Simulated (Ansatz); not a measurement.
# LuSe: a single-point run

Aim: a sound single-point run of LuSe. The structure is shown as the input types it.

Program: Ansatz 0.2.0. Level of theory: Kohn-Sham DFT, with the functional, basis and potentials that each input names (as first typed). These are calculated values, not measurements.

1 further run of the same task is left out (it didn't finish).

## 1. The structure to begin with

The structure is cubic, space group Fm-3m (No. 225). Conventional cell: a = 4.719 Å, b = 4.719 Å, c = 4.719 Å, α = 90.00°, β = 90.00°, γ = 90.00°. Lu (site symmetry m-3m) is surrounded by 6 Se at 2.36 Å. Se (site symmetry m-3m) is surrounded by 6 Lu at 2.36 Å.

As a file:

```cif
data_structure
_symmetry_space_group_name_H-M 'Fm-3m'
_symmetry_Int_Tables_number 225
_cell_length_a 4.7186
_cell_length_b 4.7186
_cell_length_c 4.7186
_cell_angle_alpha 90.000
_cell_angle_beta 90.000
_cell_angle_gamma 90.000
_cell_volume 105.06
loop_
_atom_site_label
_atom_site_type_symbol
_atom_site_symmetry_multiplicity
_atom_site_Wyckoff_symbol
_atom_site_fract_x
_atom_site_fract_y
_atom_site_fract_z
_atom_site_occupancy
Lu1 Lu 4 a 0.00000 0.00000 0.00000 1
Se1 Se 4 b 0.50000 0.00000 0.00000 1
```

## 2. The run

File input.yaml:

```yaml
crystal:
  lattice:
    - [0.0, 2.3593084693, 2.3593084693]
    - [2.3593084693, 0.0, 2.3593084693]
    - [2.3593084693, 2.3593084693, 0.0]
  atoms:
    - { symbol: Lu, position: [0.0, 0.0, 0.0] }
    - { symbol: Se, position: [0.5, 0.5, 0.5] }
kpoints:
  mp_grid: { grid: [11, 11, 11] }
  band_path:
    path:
      - [0.0, 0.0, 0.0]
      - [0.5, 0.0, 0.5]
      - [0.625, 0.25, 0.625]
      - [0.375, 0.375, 0.75]
      - [0.0, 0.0, 0.0]
      - [0.5, 0.5, 0.5]
      - [0.5, 0.25, 0.75]
      - [0.5, 0.0, 0.5]
    npoints: 6
scf:
  occupations: { method: fermi_dirac, width: 0.05 }
  max_iter: 100
hamiltonian:
  xc: pbesol
  pseudopotentials: { kind: paw }
  hubbard: { sites: [{ species: Lu, l: p, u_eff: 20.0 }] }
output:
  forces: true
  stress: true
  eigenvalues: true
  populations: true
```

On the command line:

```sh
ansatz run input.yaml --threads 1 --pin off --max-ram 2048MiB --backend cpu --events-out ev --progress --plain --runs-dir out
```

What happens when this is run?

This run ends as converged, with warnings (filled band counts differ across k points). It gives a pressure of 124 GPa, which is large; a structure far from rest gives such values too, whatever the setting.

In the input, hamiltonian.hubbard.sites is [{species: Lu, l: p, u_eff: 20.0}]. A U of this value distorts the shell's occupations and the levels near the Fermi energy.

Run again and compare: delete hamiltonian.hubbard.sites.
